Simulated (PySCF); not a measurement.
**[Er(BH4)2]+: other functionals and bases at one geometry**

How far do other levels of theory move the description of [Er(BH4)2]+, and what does each cost? It is a constructed species; whether it can be made isn't addressed.

Computed with PySCF 2.14.0. Level: several levels, as the steps say, no spin–orbit coupling.

1 further run of the same task is left out (for a known fault of the program).

**1. The system as given**

11 atoms, charge 1, spin multiplicity 1.

Bond lengths: Er1–B2 2.338 Å, Er1–H4 2.122 Å, Er1–H5 2.201 Å, Er1–H6 2.124 Å, Er1–B7 2.338 Å, Er1–H9 2.122 Å, Er1–H10 2.201 Å, Er1–H11 2.124 Å, B2–H3 1.197 Å, B2–H4 1.272 Å, B2–H5 1.262 Å, B2–H6 1.273 Å, B7–H8 1.197 Å, B7–H9 1.272 Å, B7–H10 1.262 Å, B7–H11 1.273 Å. Angles: B2–Er1–H4 32.7°, B2–Er1–H5 32.1°, B2–Er1–H6 32.7°, B2–Er1–B7 120.2°, B2–Er1–H9 98.6°, B2–Er1–H10 151.9°, B2–Er1–H11 103.7°, H4–Er1–H5 55.2°, H4–Er1–H6 56.0°, H4–Er1–B7 98.6°, H4–Er1–H9 92.1°, H4–Er1–H10 128.3°, H4–Er1–H11 73.6°, H5–Er1–H6 55.1°, H5–Er1–B7 151.9°, H5–Er1–H9 128.3°, H5–Er1–H10 176.0°, H5–Er1–H11 127.9° and more.

Coordinates:

| atom | x (Å) | y (Å) | z (Å) |
| --- | --- | --- | --- |
| Er1 | 0.00005 | -0.00008 | -0.28386 |
| B2 | 2.02659 | -0.02683 | 0.88257 |
| H3 | 3.01965 | -0.03267 | 1.55052 |
| H4 | 1.20114 | -0.94475 | 1.18836 |
| H5 | 2.19453 | -0.15167 | -0.36149 |
| H6 | 1.33466 | 1.03457 | 1.00424 |
| B7 | -2.02662 | 0.02686 | 0.88243 |
| H8 | -3.01945 | 0.03275 | 1.55070 |
| H9 | -1.20104 | 0.94469 | 1.18819 |
| H10 | -2.19477 | 0.15173 | -0.36157 |
| H11 | -1.33474 | -1.03460 | 1.00404 |

Formal oxidation states: Er +3. Each metal's 11 4f electrons lie in its core potential, so multiplicities, spins and levels count the valence alone. An earlier session relaxed this geometry at PBE0, Er lcecp-1-SVP with ECP57, B def2-SVP, H def2-SVP (singlet, point group C2).

At PBE0 on the finer grid: E = -92.383187 Eh, HOMO -14.11 eV, LUMO -7.79 eV, Mulliken charge on Er1 +0.96 e, largest force component 0.017 eV/Å. 

Levels to run: M06-L; BLYP; PBE0, TZVP. Hardware: 2 threads of Arm Neoverse V2, shared host.

**2. M06-L**

run.py (the lines that set the calculation)

```python
mol = gto.M(atom='''
Er     0.00005    -0.00008    -0.28386
B      2.02659    -0.02683     0.88257
H      3.01965    -0.03267     1.55052
H      1.20114    -0.94475     1.18836
H      2.19453    -0.15167    -0.36149
H      1.33466     1.03457     1.00424
B     -2.02662     0.02686     0.88243
H     -3.01945     0.03275     1.55070
H     -1.20104     0.94469     1.18819
H     -2.19477     0.15173    -0.36157
H     -1.33474    -1.03460     1.00404''',
    basis={'Er': 'lcecp-1-SVP', 'B': 'def2-SVP', 'H': 'def2-SVP'},
    ecp={'Er': 'lcecp-1-SVP'},
    charge=1, spin=0)
mf = dft.RKS(mol, xc='M06L')
mf.grids.atom_grid = (75, 302)  # f atoms: unpruned, at least (60, 302)
mf = mf.density_fit()  # fitting sets: Er AutoAux, B def2-universal-JKFIT, H def2-universal-JKFIT
mf.conv_tol = 1e-08; mf.max_cycle = 55
mf.kernel(dm0)  # dm0: the density of the relaxed state
```

On the command line:

```bash
> OMP_NUM_THREADS=2 python run.py
```

**3. BLYP**

Changes to run.py (the lines that set the calculation) since step 2:

```diff
@@ -15,3 +15,3 @@
     charge=1, spin=0)
-mf = dft.RKS(mol, xc='M06L')
+mf = dft.RKS(mol, xc='BLYP')
 mf.grids.atom_grid = (75, 302)  # f atoms: unpruned, at least (60, 302)
```

**4. PBE0, TZVP**

Basis: Er lcecp-1-TZVP with ECP57, B def2-TZVP, H def2-TZVP. 

Changes to run.py (the lines that set the calculation) since step 3:

```diff
@@ -12,6 +12,6 @@
 H     -1.33474    -1.03460     1.00404''',
-    basis={'Er': 'lcecp-1-SVP', 'B': 'def2-SVP', 'H': 'def2-SVP'},
-    ecp={'Er': 'lcecp-1-SVP'},
+    basis={'Er': 'lcecp-1-TZVP', 'B': 'def2-TZVP', 'H': 'def2-TZVP'},
+    ecp={'Er': 'lcecp-1-TZVP'},
     charge=1, spin=0)
-mf = dft.RKS(mol, xc='BLYP')
+mf = dft.RKS(mol, xc='PBE0')
 mf.grids.atom_grid = (75, 302)  # f atoms: unpruned, at least (60, 302)
@@ -19,2 +19,2 @@
 mf.conv_tol = 1e-08; mf.max_cycle = 55
-mf.kernel(dm0)  # dm0: the density of the relaxed state
+mf.kernel(dm0)  # dm0: free metal ions and neutral atoms
```

Before running it: what results should come out? Wanted: for each run, HOMO; gap; charge on Er1; dipole; largest force.

As calculated:

| level | state | HOMO (eV) | gap (eV) | charge on Er1 (e) | dipole (D) | largest force (eV/Å) | basis functions | time |
| --- | --- | --- | --- | --- | --- | --- | --- | --- |
| PBE0 (relaxed here) | singlet | -14.11 | 6.32 | 0.96 | 3.91 | 0.02 | 101 | 17 s |
| M06-L | singlet | -12.78 | 5.01 | 1.26 | 4.08 | 0.27 | 101 | 9.4 s |
| BLYP | singlet | -12.58 | 3.95 | 0.66 | 3.62 | 0.56 | 101 | 5.3 s |
| PBE0, TZVP | singlet | -14.12 | 6.37 | 1.19 | 3.86 | 0.28 | 157 | 12 s |

Times are on 2 threads of Arm Neoverse V2, shared host; the first row also made further properties. The dipole of a charged species depends on the origin, so these sizes hold for this origin alone.

In one basis the HOMO–LUMO gap runs from 3.95 eV (BLYP) to 6.32 eV (PBE0). The largest leftover force, 0.56 eV/Å with BLYP, stands at a geometry relaxed at another level. The Mulliken charge on Er spans +0.66 to +1.26 e over the levels. With 4f in the core, its levels are missing from HOMO and gap. Total energies of different levels can't be compared. Spin–orbit coupling is left out throughout.
